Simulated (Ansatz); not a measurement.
**SiAsH2 (doublet): from Hartree-Fock to the top rungs, cc-pVTZ**

An exercise on one series of results from a longer session: the logs are not shown, and one member is left open.

The runs use Ansatz 0.2.0, Gaussian basis; cc-pVTZ, core rule «outside noble gas», up to 19 orbitals frozen.

To be run: UHF; CCSD(T) on ROHF; CCSD(T) on UHF; BCCD(T) on ROHF; CCSDT(Q) on ROHF; CCSDT(Q) on UHF; CASSCF and MRCISD+Q, 11 electrons in 10 orbitals; CASSCF and NEVPT2, 11 electrons in 10 orbitals.

5 further runs of the same task are left out: 5 set aside as unsound or not needed. Runs told in other sessions of the task aren't counted.

### The geometry

The geometry is a PBE0/def2-TZVP stationary point (not a proven minimum). No spin-orbit coupling is included. The filled d shell of As may be among the frozen orbitals whatever the setting's name suggests.

4 atoms, charge 0, spin multiplicity 2.

Atoms are counted from 1 here; the program's logs count them from 0.

Bond lengths: Si1–As2 2.163 Å, Si1–H3 1.486 Å, Si1–H4 1.486 Å. Angles: As2–Si1–H3 124.4°, As2–Si1–H4 124.4°, H3–Si1–H4 111.2°.

The first run:

Input file in.yaml:

```yaml
crystal:
  periodic: [false, false, false]
  atoms:
    - {symbol: Si, position_ang: [0.000000, 0.000000, 1.527212]}
    - {symbol: As, position_ang: [0.000000, 0.000000, -0.636167]}
    - {symbol: H, position_ang: [0.000000, 1.225885, 2.366293]}
    - {symbol: H, position_ang: [0.000000, -1.225885, 2.366293]}
basis:
  gaussian: {orbitals: cc-pVTZ}
magnetization: {spin_polarized: true, initial_magnetization: 1}
hamiltonian: {xc: hf}
output: {orbitals: {seedname: orbitals}}
```

Started as:

```
$ ansatz run in.yaml --threads 1 --pin off --events-out ev --progress --plain --max-ram 4096MiB --backend cpu
```

Steps of the session up to this table: UHF; CCSD(T) on ROHF; CCSD(T) on UHF; BCCD(T) on ROHF; CCSDT(Q) on ROHF; CCSDT(Q) on UHF; CASSCF and MRCISD+Q, 11 electrons in 10 orbitals; CASSCF and NEVPT2, 11 electrons in 10 orbitals.

One of the session's tables, all rows but one given; the rest of the session is left out.

| method | from RCCSDT(Q) (meV) |
| --- | --- |
| ROHF | +7566.5 |
| UHF | ? |
| RMP2 | +1333.1 |
| UMP2 | +1581.0 |
| RCCSD | +432.4 |
| UCCSD | +434.9 |
| RCCSD(T) | +67.3 |
| UCCSD(T) | +89.8 |
| BCCD(T) | +68.6 |
| RCCSDT | +25.0 |
| UCCSDT | +23.8 |
| RCCSDT(Q) | 0 |
| UCCSDT(Q) | -4.4 |
| CASSCF valence | +5465.9 |
| NEVPT2 valence | +1340.0 |
| MRCISD valence | +553.9 |
| MRCISD+Q valence | +83.7 |

**Question.** Estimate the row for UHF.

As computed: from RCCSDT(Q) (meV): +7278.6. In the column «from RCCSDT(Q) (meV)» it lies between CASSCF valence (+5465.9) and ROHF (+7566.5).

With the free atoms at the same levels and basis (separate runs), the atomisation energy is 8.980 eV at RCCSDT(Q), 8.952 eV at RCCSD(T), 8.910 eV at UCCSD(T), 6.079 eV at ROHF.

To keep in mind: Restricted and unrestricted rows rest on different reference determinants; a gap between their highest levels can come from leftover correlation error, from unlike frozen cores or from another state.
